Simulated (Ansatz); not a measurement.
# Tl: the cost of one run

Computed with Ansatz 0.2.0 (DFT PBEsol, scalar-relativistic, plane waves, PAW, unless a step's input says otherwise).

2 further runs of the same task are left out: 1 for a known fault of the program, 1 set aside as unsound or not needed.

### Step 1. The starting structure

Symmetry: P6_3/mmc, No. 194, hexagonal system. Conventional cell: a = 3.456 Å, b = 3.456 Å, c = 5.525 Å, α = 90.00°, β = 90.00°, γ = 120.00°. Tl (site symmetry -6m2) has 12 Tl at 3.41 to 3.46 Å as nearest neighbours.

As a file:

```xyz
2
Lattice="3.4560 0.0000 0.0000 -1.7280 2.9930 0.0000 0.0000 0.0000 5.5250" Properties=species:S:1:pos:R:3 pbc="T T T"
Tl    0.0000    1.9953    1.3813
Tl    1.7280    0.9977    4.1438
```

The structure comes from the Crystallography Open Database.

### Step 2. A change within a subgroup

The change: strain xx, yy, zz, yz, xz, xy = +1.4, +3.8, -6.4, +0.0, +0.0, +2.1 %; atoms moved by 0.06 Å root mean square, at most 0.06 Å.

Contents of input.yaml:

```yaml
crystal:
  lattice:
    - [3.503310974, 0.0725068455, 0.0]
    - [-1.6888627169, 3.070222841, 0.0]
    - [0.0, 0.0, 5.17035025]
  atoms:
    - { symbol: Tl, position: [0.3433567802, 0.6566432198, 0.25] }
    - { symbol: Tl, position: [0.6566432198, 0.3433567802, 0.75] }
basis:
  ecutwfc: 420
kpoints:
  mp_grid: { grid: [12, 12, 8] }
hamiltonian:
  xc: pbesol
scf:
  occupations: { method: gaussian, width: 0.1 }
output:
  forces: true
  stress: true
  eigenvalues: true
  populations: true
```

Launch:

```sh
> ansatz run input.yaml --threads 1 --pin off --max-ram 1331MiB --backend cpu --events-out ev --progress --plain --runs-dir out
```

**Question.** How long does this run take on 1 thread of an x86-64 CPU, shared host, and how much memory does it need?

About 20 s, with a peak of 0.44 GiB.
